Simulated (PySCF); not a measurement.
# C3H4BCl3: the cost of one run

Programs: PySCF 2.14.0, with density-fitted response routines of our own. Each step states its level of theory. These are calculated values for one molecule in the gas phase, unless marked as measured. Atoms are numbered from 0 throughout.

### 1 Starting geometry

11 atoms, charge 0, multiplicity 1; geometry from: GFN2-xTB. The atoms were then displaced at random by about 0.01 Å, so the start is not that level's minimum.

Bonds of the start (Å): Cl0–C1 1.70, C1–C2 1.31, C2–C3 1.52, C3–B4 1.56, B4–Cl5 1.73, B4–Cl6 1.72, C1–H7 1.07, C2–H8 1.11, C3–H9 1.09, C3–H10 1.11.

### 2 Optimising the geometry at PBE0-D3(BJ)/def2-SVP

The job: settings as JSON, then the geometry in Å.

```
{"job": {"xc": "PBE0", "basis": "def2-SVP", "d3": "d3bj", "grid": 1, "shake": 0.01, "kind": "geom"}, "charge": 0, "multiplicity": 1}
Cl    -2.490750     0.646120    -0.763490
C     -1.737130     0.186000     0.690390
C     -0.533140    -0.323370     0.722810
C      0.404450    -0.543630    -0.458410
B      1.641730     0.404530    -0.536270
Cl     2.003810     1.519390     0.733520
Cl     2.700020     0.339060    -1.887300
H     -2.325200     0.350270     1.563120
H     -0.103950    -0.578340     1.714540
H      0.707450    -1.589430    -0.435920
H     -0.229180    -0.436420    -1.358670
```

Started as:

```bash
$ OMP_NUM_THREADS=1 python probes_run.py task.json out
```

One launch serves the whole session: the jobs run in the order shown.

Q: Estimate the wall time and peak memory of this first job on 1 thread of Arm Neoverse V1, shared host.

About 51 s, with a peak of 0.6 GiB.
